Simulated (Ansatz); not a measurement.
# KF: the cost of one run

Program: Ansatz 0.2.0. Level of theory: DFT r2SCAN, scalar-relativistic, plane waves, PAW. These are calculated values, not measurements.

2 further runs of the same task are left out: 2 set aside as unsound or not needed.

## 1. The structure to begin with

It takes space group Fm-3m (No. 225, cubic). The conventional cell has a = 5.318 Å, b = 5.318 Å, c = 5.318 Å, α = 90.00°, β = 90.00°, γ = 90.00°. K (site symmetry m-3m) is surrounded by 6 F at 2.66 Å. Around F (site symmetry m-3m) lie 6 K at 2.66 Å.

As a file:

```cif
data_structure
_symmetry_space_group_name_H-M 'Fm-3m'
_symmetry_Int_Tables_number 225
_cell_length_a 5.3176
_cell_length_b 5.3176
_cell_length_c 5.3176
_cell_angle_alpha 90.000
_cell_angle_beta 90.000
_cell_angle_gamma 90.000
_cell_volume 150.36
loop_
_atom_site_label
_atom_site_type_symbol
_atom_site_symmetry_multiplicity
_atom_site_Wyckoff_symbol
_atom_site_fract_x
_atom_site_fract_y
_atom_site_fract_z
_atom_site_occupancy
K1 K 4 a 0.00000 0.00000 0.00000 1
F1 F 4 b 0.50000 0.00000 0.00000 1
```

This cell was relaxed beforehand with the same method: volume 18.80 Å³/atom, gap on the mesh 6.91 eV.

## 2. Electronic structure at the relaxed geometry

input.yaml reads:

```yaml
crystal:
  lattice:
    - [0.0, 2.658790186, 2.658790186]
    - [2.658790186, 0.0, 2.658790186]
    - [2.658790186, 2.658790186, 0.0]
  atoms:
    - { symbol: K, position: [0.0, 0.0, 0.0] }
    - { symbol: F, position: [0.5, 0.5, 0.5] }
basis:
  ecutwfc: 500
kpoints:
  mp_grid: { grid: [8, 8, 8] }
  band_path:
    path:
      - [[0.0, 0.0, 0.0], [0.5, 0.0, 0.5], [0.625, 0.25, 0.625]]
      - [[0.375, 0.375, 0.75], [0.0, 0.0, 0.0], [0.5, 0.5, 0.5], [0.5, 0.25, 0.75], [0.5, 0.0, 0.5]]
    npoints: 14
hamiltonian:
  xc: r2scan
scf:
  occupations: { method: gaussian, width: 0.02 }
  n_extra_bands: 6
output:
  forces: true
  stress: true
  eigenvalues: true
  populations: true
  dos: { projected: true, de: 0.02, nscf_kmesh: { grid: [12, 12, 12] } }
  bader: true
  write_density: true
  write_potential: true
  elf: true
  volumetric_format: npy
```

Command:

```bash
$ ansatz run input.yaml --threads 1 --pin off --max-ram 2560MiB --backend cpu --events-out ev --progress --plain --runs-dir out
```

Q: Estimate wall time and peak memory on 1 thread of Arm Neoverse V2, shared host.

About 10 s, with a peak of 0.4 GiB.
